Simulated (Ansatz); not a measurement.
# C₃H₈BClOS: a ladder of functionals and wavefunction methods

One table from this session's results is given with a row withheld; the runs are named, their logs left out.

Method: functionals in def2-TZVPP, the program's frozen cores in correlated methods; program: Ansatz 0.2.0, Gaussian basis.

The runs, in order: PBE-D4, r2SCAN-D4, PBE0-D4, B3LYP-D4, ωB97X-V, ωB97M-V, B2PLYP; CCSD(T)/def2-TZVPP; MP2/def2-QZVPP; extrapolation to the limit.

## The geometry

An earlier PBE0-D4 in a triple-zeta def2 set relaxation fixed the geometry.

SMILES `CC(C)OB(S)Cl`, 15 atoms, charge 0, spin multiplicity 1.

Atoms are counted from 1 here; the program's logs count them from 0.

Bond lengths: C1–C2 1.512 Å, C1–H8 1.092 Å, C1–H9 1.092 Å, C1–H10 1.092 Å, C2–C3 1.510 Å, C2–O4 1.434 Å, C2–H11 1.094 Å, C3–H12 1.092 Å, C3–H13 1.091 Å, C3–H14 1.092 Å, O4–B5 1.336 Å, B5–S6 1.810 Å, B5–Cl7 1.777 Å, S6–H15 1.341 Å. Angles: C2–C1–H8 110.3°, C2–C1–H9 110.2°, C2–C1–H10 110.9°, H8–C1–H9 108.5°, H8–C1–H10 108.7°, H9–C1–H10 108.2°, C1–C2–C3 113.1°, C1–C2–O4 108.9°, C1–C2–H11 109.5°, C3–C2–O4 107.2°, C3–C2–H11 109.8°, O4–C2–H11 108.2°, C2–C3–H12 110.4°, C2–C3–H13 110.8°, C2–C3–H14 110.1°, H12–C3–H13 108.5°, H12–C3–H14 108.5°, H13–C3–H14 108.5° and more.

The first run:

in.yaml

```yaml
crystal:
  periodic: [false, false, false]
  atoms:
    - {symbol: C, position_ang: [-1.198399, -0.961972, 0.625174]}
    - {symbol: C, position_ang: [-0.157467, -0.479382, -0.359920]}
    - {symbol: C, position_ang: [-0.680638, -0.379560, -1.773217]}
    - {symbol: O, position_ang: [0.274883, 0.832626, 0.025657]}
    - {symbol: B, position_ang: [1.296083, 1.110307, 0.841160]}
    - {symbol: S, position_ang: [1.606428, 2.857867, 1.196529]}
    - {symbol: Cl, position_ang: [2.319380, -0.155819, 1.553838]}
    - {symbol: H, position_ang: [-2.051636, -0.279918, 0.639994]}
    - {symbol: H, position_ang: [-1.553361, -1.955165, 0.341826]}
    - {symbol: H, position_ang: [-0.781936, -1.022642, 1.632282]}
    - {symbol: H, position_ang: [0.709425, -1.146872, -0.332477]}
    - {symbol: H, position_ang: [-1.533075, 0.302026, -1.817113]}
    - {symbol: H, position_ang: [0.093138, -0.008808, -2.447248]}
    - {symbol: H, position_ang: [-1.003463, -1.361802, -2.124329]}
    - {symbol: H, position_ang: [2.660617, 2.649095, 1.997834]}
basis:
  gaussian: {orbitals: def2-TZVPP}
hamiltonian: {xc: pbe, dispersion: d4}
output: {forces: true, orbitals: {seedname: orbitals}}
```

Launch:

```sh
ansatz run in.yaml --threads 2 --pin off --events-out ev --progress --plain --max-ram 22528MiB --backend cuda --devices 0, --max-vram 18GiB
```

Steps of the session up to this table: PBE-D4 (GGA); r2SCAN-D4 (meta-GGA); PBE0-D4 (hybrid); B3LYP-D4 (hybrid); ωB97X-V (range-separated); ωB97M-V (range-separated); B2PLYP (double hybrid); CCSD(T) in def2-TZVPP; MP2 in def2-QZVPP.

One table of the session follows, with a row left open; its other results are not shown here.

```
            method  atomisation energy (kcal/mol)
            PBE-D4                         1446.7
         r2SCAN-D4                         1423.9
           PBE0-D4                         1424.8
          B3LYP-D4                         1412.3
           ωB97X-V                         1418.1
           ωB97M-V                         1421.9
            B2PLYP                         1398.7
     HF/def2-TZVPP                         1054.0
    MP2/def2-TZVPP                              ?
   CCSD/def2-TZVPP                         1358.0
CCSD(T)/def2-TZVPP                         1379.4
           MP2/CBS                         1440.3
       CCSD(T)/CBS                         1412.6
```

Q: Estimate the row for MP2/def2-TZVPP from the others.

The run gave: atomisation energy (kcal/mol): 1407.1. In the column «atomisation energy (kcal/mol)» it lies between B2PLYP (1398.7) and B3LYP-D4 (1412.3).

Limits of these values: Free atoms (3 C, 1 O, 1 B, 1 S, 1 Cl, 8 H) were run apart at each level; the atomisation energy is their sum less the molecule, without zero-point or spin-orbit terms.
